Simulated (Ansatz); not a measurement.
# AlH₅OSSi: how energies converge with the basis set

Aim: see how fast density functionals converge with the basis set for AlH₅OSSi.

Method: one geometry, several basis sets; program: Ansatz 0.2.0, Gaussian basis.

The runs, in order: PBE0-D4/def2-SVP; ωB97M-V/def2-SVP; PBE0-D4/def2-QZVPP; ωB97M-V/def2-QZVPP; the functionals' def2-TZVPP values are taken from earlier runs.

**1. The geometry**

The geometry comes from an earlier relaxation with PBE0-D4 in a triple-zeta def2 set; it is a stationary point, not always the lowest conformer.

SMILES `O[SiH]([AlH2])S`, 9 atoms, charge 0, spin multiplicity 1.

Atoms are counted from 1 here; the program's logs count them from 0.

Bond lengths: O1–Si2 1.648 Å, O1–H5 0.959 Å, Si2–Al3 2.399 Å, Si2–S4 2.325 Å, Si2–H6 1.485 Å, Al3–H7 1.583 Å, Al3–H8 1.588 Å, S4–H9 1.345 Å. Angles: Si2–O1–H5 116.0°, O1–Si2–Al3 129.3°, O1–Si2–S4 110.0°, O1–Si2–H6 105.2°, Al3–Si2–S4 63.7°, Al3–Si2–H6 125.5°, S4–Si2–H6 99.2°, Si2–Al3–H7 117.6°, Si2–Al3–H8 115.8°, H7–Al3–H8 125.8°, Si2–S4–H9 93.3°.

**2. PBE0-D4 in def2-SVP**

Input file in.yaml:

```yaml
crystal:
  periodic: [false, false, false]
  atoms:
    - {symbol: O, position_ang: [-1.475602, -1.269447, 1.021908]}
    - {symbol: Si, position_ang: [-1.055787, -0.073100, -0.030778]}
    - {symbol: Al, position_ang: [0.910027, 1.301552, -0.062358]}
    - {symbol: S, position_ang: [0.680639, -0.789901, -1.400305]}
    - {symbol: H, position_ang: [-1.019793, -1.266097, 1.865671]}
    - {symbol: H, position_ang: [-2.149394, -0.036333, -1.034929]}
    - {symbol: H, position_ang: [0.913014, 2.556392, -1.026802]}
    - {symbol: H, position_ang: [1.991033, 0.986653, 1.056951]}
    - {symbol: H, position_ang: [1.294261, -1.456218, -0.406558]}
basis:
  gaussian: {orbitals: def2-SVP}
hamiltonian: {xc: pbe0, dispersion: d4}
output: {orbitals: {seedname: orbitals}}
```

On the command line:

```console
ansatz run in.yaml --threads 2 --pin off --events-out ev --progress --plain --max-ram 4352MiB
```

Further steps of the session: ωB97M-V in def2-SVP; PBE0-D4 in def2-QZVPP; ωB97M-V in def2-QZVPP.

Q: Predict the results of all the runs planned. Wanted: PBE0-D4: double and triple zeta above quadruple; ωB97M-V: double and triple zeta above quadruple.

**Answer**, as computed:

| quantity | value |
| --- | --- |
| PBE0-D4: double and triple zeta above quadruple | 12.55, 0.92 eV |
| ωB97M-V: double and triple zeta above quadruple | 12.54, 0.88 eV |

PBE0-D4 gains 11.63 eV from double to triple zeta, then 0.92 eV more. These are total energies; as a rule much of such shifts cancels in differences, which this series doesn't test. The LUMO of ωB97M-V is positive and keeps falling with the basis (1.42 to 0.64 eV): an unbound level that the basis holds in place.
